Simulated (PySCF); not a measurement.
# SnF−: bond curves at several levels of theory

One job finds the state of SnF−, follows it along the bond with each method and fits the curves.

The runs use PySCF 2.14.0; Sn def2-SVPD with ECP28, F def2-SVPD, scalar-relativistic core potentials.

### Step 1. The job

The job is set up so:

- atoms: Sn, F
- charge: -1
- basis: Sn def2-SVPD with ECP28, F def2-SVPD
- Hamiltonian: scalar-relativistic core potentials
- basis functions: 55
- electrons treated: 32
- masses in u: 119.9022, 18.9984
- levels: PBE0, PBE, r²SCAN, TPSS, BP86, r²SCAN0, HF, MP2, SCS-MP2, CCSD, CCSD(T)
- grid: 80 radial by 434 angular points
- occupations: held fixed by the projection of orbital angular momentum
- dissociation limit: Sn + F−, each in its ground configuration
- starting distance in angstrom: 2.065
- values of 2S to try: 0, 2

The run is started by

```console
> OMP_NUM_THREADS=1 python dia.py task.json out
```

After this run come: First curve: PBE0; PBE (GGA); r²SCAN (meta-GGA); TPSS (meta-GGA); BP86 (GGA); r²SCAN0; UHF; Correlated methods on the Hartree–Fock reference.

What does the calculation give? Wanted: for each run, Re; ωe; De; μ.

The runs gave:

Lowest PBE0 solution found, without spin–orbit coupling: ³Σ⁻ (triplet), unpaired electrons π ↑↑.

```csv
level,Re (Å),ωe (cm⁻¹),De (eV),μ (D)
UHF,2.068,450,2.49,-2.10
UHF-MP2,2.103,427,2.51,n/a
UHF-SCS-MP2,2.107,423,2.45,n/a
UHF-CCSD,2.097,432,2.49,n/a
UHF-CCSD(T),2.103,427,2.52,n/a
PBE,2.124,408,2.58,-2.17
BP86,2.122,410,2.57,-2.12
TPSS,2.107,422,2.65,-2.03
r²SCAN,2.088,437,2.79,-1.98
PBE0,2.091,434,2.63,-2.11
r²SCAN0,2.072,450,2.77,-2.02
```

De is counted to Sn + F− in their ground configurations. A positive dipole points from Sn to F; in an ion it is taken about the centre of mass and does not tell which atom is negative.

Differences from CCSD(T) in the same basis:

```csv
level,Re (mÅ),ωe (%)
UHF,-35,+5.5
UHF-MP2,0,+0.1
UHF-SCS-MP2,+4,-0.8
UHF-CCSD,-6,+1.1
PBE,+21,-4.5
BP86,+19,-4.0
TPSS,+4,-1.0
r²SCAN,-15,+2.3
PBE0,-12,+1.7
r²SCAN0,-31,+5.5
```

Judged by CCSD(T) in the same basis: best bond length UHF-MP2 (0 mÅ), worst UHF (-35 mÅ); best wavenumber UHF-MP2 (+0.1 %), worst UHF and r²SCAN0 (+5.5 %). Hartree–Fock falls on the short and stiff side, its usual fault. PBE gives a bond that is too long and too soft, as GGAs tend to. CCSD(T) in a basis this small is itself some way from its limit, more so than the functionals. Of the levels with a De here, UHF-SCS-MP2 gives the least (2.45 eV) and r²SCAN the most (2.79 eV).

Correlated steps freeze 5 core orbitals. These are scalar-relativistic numbers at best; spin–orbit coupling would shift them, the dissociation energy most. With some functionals the highest level of the anion is positive, mostly a sign of self-interaction error; the finite basis then holds the extra electron, and no neutral molecule was run to test the binding.
